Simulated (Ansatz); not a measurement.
**CdH₂S₂: basis-set convergence**

The task here is to estimate one member of a computed series from the others.

The runs use Ansatz 0.2.0, Gaussian basis; one geometry, several basis sets.

The runs, in order: PBE0-D4/def2-SVP; ωB97M-V/def2-SVP; PBE0-D4/def2-QZVPP; ωB97M-V/def2-QZVPP; the functionals' def2-TZVPP values are taken from earlier runs.

## The relaxed structure

The geometry comes from an earlier relaxation with PBE0-D4 in a triple-zeta def2 set; it is a stationary point. Cd takes the def2 core potential; no spin-orbit term is included.

SMILES `[SH][Cd][SH]`, 5 atoms, charge 0, spin multiplicity 1.

Atoms are counted from 1 here; the program's logs count them from 0.

Bond lengths: S1–Cd2 2.335 Å, S1–H4 1.344 Å, Cd2–S3 2.335 Å, S3–H5 1.344 Å. Angles: Cd2–S1–H4 93.3°, S1–Cd2–S3 179.0°, Cd2–S3–H5 93.3°.

The first run:

in.yaml reads:

```yaml
crystal:
  periodic: [false, false, false]
  atoms:
    - {symbol: S, position_ang: [-0.893903, -1.792278, -1.282189]}
    - {symbol: Cd, position_ang: [-0.139749, -0.207798, 0.258532]}
    - {symbol: S, position_ang: [0.596769, 1.353926, 1.830702]}
    - {symbol: H, position_ang: [-1.339692, -0.859869, -2.141720]}
    - {symbol: H, position_ang: [1.826374, 1.432318, 1.293278]}
basis:
  gaussian: {orbitals: def2-SVP}
hamiltonian: {xc: pbe0, dispersion: d4}
output: {orbitals: {seedname: orbitals}}
```

Among the steps run: PBE0-D4 in def2-SVP; ωB97M-V in def2-SVP; PBE0-D4 in def2-QZVPP; ωB97M-V in def2-QZVPP.

One of the session's tables, all rows but one given; the rest of the session is left out.

It belongs to the step «Functionals by basis». 

| functional | basis | HOMO (eV) |
| --- | --- | --- |
| PBE0-D4 | def2-SVP | -7.22 |
| PBE0-D4 | def2-TZVPP | -7.36 |
| PBE0-D4 | def2-QZVPP | -7.40 |
| ωB97M-V | def2-SVP | -9.36 |
| ωB97M-V | def2-TZVPP | -9.54 |
| ωB97M-V | def2-QZVPP | ? |

Q: Estimate the row for ωB97M-V, def2-QZVPP from the others.

**Answer.** HOMO (eV): -9.59. In the column «HOMO (eV)» it is the lowest.
